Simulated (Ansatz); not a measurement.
# CH8BGaSi: the cost of one run

Method: the settings change from run to run; program: Ansatz 0.2.0, Gaussian basis.

**1. The relaxed structure**

The structure was relaxed beforehand with PBE0-D4 in a triple-zeta def2 set.

SMILES `[BH2][GaH][SiH2]C`, 12 atoms, charge 0, spin multiplicity 1.

Atoms are counted from 1 here; the program's logs count them from 0.

Bond lengths: B1–Ga2 2.059 Å, B1–H5 1.199 Å, B1–H6 1.199 Å, Ga2–Si3 2.424 Å, Ga2–H7 1.581 Å, Si3–C4 1.881 Å, Si3–H8 1.493 Å, Si3–H9 1.496 Å, C4–H10 1.092 Å, C4–H11 1.092 Å, C4–H12 1.092 Å. Angles: Ga2–B1–H5 122.2°, Ga2–B1–H6 121.9°, H5–B1–H6 115.8°, B1–Ga2–Si3 123.0°, B1–Ga2–H7 121.1°, Si3–Ga2–H7 115.9°, Ga2–Si3–C4 114.2°, Ga2–Si3–H8 110.6°, Ga2–Si3–H9 107.0°, C4–Si3–H8 109.5°, C4–Si3–H9 109.3°, H8–Si3–H9 105.9°, Si3–C4–H10 110.9°, Si3–C4–H11 110.6°, Si3–C4–H12 110.8°, H10–C4–H11 108.4°, H10–C4–H12 108.2°, H11–C4–H12 107.8°.

**2. B2GP-PLYP/cc-pVTZ-DK**

Options: multiplicity 3, density fitting with cc-pVTZ-jkfit.

The input, in.yaml:

```yaml
crystal:
  periodic: [false, false, false]
  atoms:
    - {symbol: B, position_ang: [-0.833904, 2.959587, 0.527461]}
    - {symbol: Ga, position_ang: [0.382938, 1.352087, 0.107117]}
    - {symbol: Si, position_ang: [-0.472409, -0.877797, -0.308235]}
    - {symbol: C, position_ang: [0.818486, -2.237795, -0.163211]}
    - {symbol: H, position_ang: [-1.314897, 3.639802, -0.334684]}
    - {symbol: H, position_ang: [-1.136506, 3.249316, 1.650945]}
    - {symbol: H, position_ang: [1.951981, 1.520019, 0.009873]}
    - {symbol: H, position_ang: [-1.617239, -1.179055, 0.602119]}
    - {symbol: H, position_ang: [-1.037725, -0.877537, -1.693170]}
    - {symbol: H, position_ang: [0.386980, -3.212578, -0.401846]}
    - {symbol: H, position_ang: [1.649756, -2.052776, -0.846849]}
    - {symbol: H, position_ang: [1.222540, -2.283273, 0.850489]}
basis:
  gaussian: {orbitals: cc-pVTZ-DK, fitting: {mean_field: cc-pVTZ-jkfit}}
magnetization: {spin_polarized: true, initial_magnetization: 2}
hamiltonian: {xc: {name: B2GP-PLYP}}
output: {forces: true}
```

Run with:

```console
$ ansatz run in.yaml --threads 4 --pin off --events-out ev --progress --plain --max-ram 10444MiB
```

**Question.** How long does this run take on 4 threads of INTEL XEON PLATINUM 8581C at 2.30GHz, shared host, and how much memory does it need?

About 18 s, with a peak of 1.1 GiB.
